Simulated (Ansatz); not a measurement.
Runs of Ansatz 0.2.0 on BiTe. It takes space group Fm-3m (No. 225, cubic). The conventional cell has a = 6.470 Å, b = 6.470 Å, c = 6.470 Å, α = 90.00°, β = 90.00°, γ = 90.00°. Around Bi (site symmetry m-3m) lie 6 Te at 3.23 Å. Te (site symmetry m-3m) has 6 Bi at 3.23 Å as nearest neighbours. 

```csv
task,level,potentials or basis,spin,cell,k mesh,cutoff (eV),smearing,mesh quality,gap on the mesh (eV),pressure (GPa),V0 of scaled cells (Å³/atom),B0 (GPa)
single point,PBE,Ansatz PAW,off,"atoms moved at random, drawn with an rms of 0.05 Å",7 × 7 × 7,420,fermi-dirac 0.05 eV,not flagged,none,1.0,-,-
ladder of functionals,m-r2SCAN,Ansatz PAW earlier set,off,volume scaled by 0.96,7 × 7 × 7,640,gaussian 0.15 eV,not flagged,none,2.4,-,-
density of states,PBE0,Ansatz PAW,"SOC, no magnetisation",as given,4 × 4 × 4,420,fermi-dirac 0.15 eV,coarse,none,(a),-,-
projected density of states,LDA,JTH PAW LDA,off,as given,7 × 7 × 7,1800,methfessel-paxton 0.15 eV,not flagged,none,(b),-,-
electric field gradients,B3LYP,Ansatz PAW,off,as given,4 × 4 × 4,420,fermi-dirac 0.1 eV,coarse,none,2.1,-,-
equation of state,PBE,Ansatz PAW,off,as given,7 × 7 × 7,420,fermi-dirac 0.05 eV,not flagged,-,-,34.50,47
equation of state,revPBE+D4,Ansatz PAW,"non-collinear, ferromagnetic start",as given,7 × 7 × 7,420,tetrahedron,not flagged,-,-,(c),55
```

Question: Fill in the values left out.

Answer: (a) 0.5; (b) -2.7; (c) 32.54.

Caveats: some runs use coarse meshes; spin-orbit coupling is left out, which moves the levels of the heavy elements (some runs); the PAW data sets come from PBE, with cores solved anew for the run's functional, which leaves a small shift of forces and pressure (some runs); the thresholds are loose for stress (some runs); the potentials were made for another functional, which shifts forces and pressure (some runs).

A k mesh can miss the band edges, and rows without SOC leave out spin-orbit coupling on Bi, Te.

A gap of «none» marks a metal or a gap under the smearing width.

The runs don't all hold the same shells in valence.
